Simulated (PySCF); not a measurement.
# COTm (Tm(CO)2+): the cost of one run

Method: several levels, as the steps say, no spin–orbit coupling; program: PySCF 2.14.0.

1 further run of the same task is left out (for a known fault of the program).

**1. Where the work starts**

3 atoms, charge 2, spin multiplicity 1.

Bond lengths: Tm1–C2 2.759 Å, C2–O3 1.115 Å. Angles: Tm1–C2–O3 180.0°.

Geometry (Å):

```xyz
3

Tm    0.0000    0.0000   -0.6231
C     0.0000    0.0000    2.1362
O     0.0000    0.0000    3.2509
```

Formal oxidation states: Tm +2. Each metal's 13 4f electrons lie in its core potential, so multiplicities, spins and levels count the valence alone. An earlier session relaxed this geometry at PBE0, Tm lcecp-0-SVP with ECP59, C def2-SVP, O def2-SVP (singlet, point group C∞v).

At PBE0 on the finer grid: E = -144.934693 Eh, frontier levels not given, since the 4f levels lie in the core, Mulliken charge on Tm1 +1.80 e, largest force component 0.002 eV/Å. 

Levels to run: revPBE; CAM-B3LYP; PBE0, TZVP. Hardware: 2 threads of Arm Neoverse V2, shared host.

**2. revPBE**

File run.py (the lines that set the calculation):

```python
mol = gto.M(atom='''
Tm     0.00000     0.00000    -0.62315
C      0.00000     0.00000     2.13617
O      0.00000     0.00000     3.25093''',
    basis={'Tm': 'lcecp-0-SVP', 'C': 'def2-SVP', 'O': 'def2-SVP'},
    ecp={'Tm': 'lcecp-0-SVP'},
    charge=2, spin=0)
mf = dft.RKS(mol, xc='PBE_R,PBE')
mf.grids.atom_grid = (75, 302)  # f atoms: unpruned, at least (60, 302)
mf = mf.density_fit()  # fitting sets: Tm AutoAux, C def2-universal-JKFIT, O def2-universal-JKFIT
mf.conv_tol = 1e-08; mf.max_cycle = 55
mf.kernel(dm0)  # dm0: the density of the relaxed state
```

Started as:

```bash
> OMP_NUM_THREADS=2 python run.py
```

**Question.** How long does this run take on 2 threads of Arm Neoverse V2, shared host?

About 2.1 s.
